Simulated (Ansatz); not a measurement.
# BrH₃O₃Sn: small, medium and large basis sets

Aim: see how fast density functionals converge with the basis set for BrH₃O₃Sn.

The runs use Ansatz 0.2.0, Gaussian basis; one geometry, several basis sets.

Levels to be run: PBE0-D4/def2-SVP; ωB97M-V/def2-SVP; PBE0-D4/def2-QZVPP; ωB97M-V/def2-QZVPP; the functionals' def2-TZVPP values are taken from earlier runs.

### Step 1. The relaxed structure

An earlier PBE0-D4 in a triple-zeta def2 set relaxation fixed the geometry. Sn takes the def2 core potential; no spin-orbit term is included.

SMILES `[OH][Sn]([OH])([OH])[Br]`, 8 atoms, charge 0, spin multiplicity 1.

Atoms are counted from 1 here; the program's logs count them from 0.

Bond lengths: O1–Sn2 1.942 Å, O1–H6 0.961 Å, Sn2–O3 1.941 Å, Sn2–O4 1.935 Å, Sn2–Br5 2.452 Å, O3–H7 0.962 Å, O4–H8 0.962 Å. Angles: Sn2–O1–H6 112.8°, O1–Sn2–O3 107.8°, O1–Sn2–O4 112.6°, O1–Sn2–Br5 108.0°, O3–Sn2–O4 105.1°, O3–Sn2–Br5 114.2°, O4–Sn2–Br5 109.3°, Sn2–O3–H7 112.9°, Sn2–O4–H8 111.3°.

### Step 2. PBE0-D4 in def2-SVP

The input, in.yaml:

```yaml
crystal:
  periodic: [false, false, false]
  atoms:
    - {symbol: O, position_ang: [-0.766060, 1.055065, 1.264289]}
    - {symbol: Sn, position_ang: [-0.051245, 0.046632, -0.233550]}
    - {symbol: O, position_ang: [1.700558, -0.613152, 0.277872]}
    - {symbol: O, position_ang: [-1.091535, -1.536903, -0.627546]}
    - {symbol: Br, position_ang: [-0.036532, 1.516080, -2.196443]}
    - {symbol: H, position_ang: [-1.215495, 1.859804, 0.990847]}
    - {symbol: H, position_ang: [2.141989, -0.046303, 0.916887]}
    - {symbol: H, position_ang: [-0.589482, -2.338222, -0.448155]}
basis:
  gaussian: {orbitals: def2-SVP}
hamiltonian: {xc: pbe0, dispersion: d4}
output: {orbitals: {seedname: orbitals}}
```

Run with:

```sh
ansatz run in.yaml --threads 4 --pin off --events-out ev --progress --plain --max-ram 10444MiB
```

After this run come: ωB97M-V in def2-SVP; PBE0-D4 in def2-QZVPP; ωB97M-V in def2-QZVPP.

Before running them: what should the planned runs give, taken together? Wanted: PBE0-D4: double and triple zeta above quadruple; ωB97M-V: double and triple zeta above quadruple.

**Answer**, as computed:

| quantity | value |
| --- | --- |
| PBE0-D4: double and triple zeta above quadruple | 19.02, 1.89 eV |
| ωB97M-V: double and triple zeta above quadruple | 19.08, 1.82 eV |

What this shows: PBE0-D4 gains 17.13 eV from double to triple zeta, then 1.89 eV more. These are total energies; as a rule much of such shifts cancels in differences, which this series doesn't test.
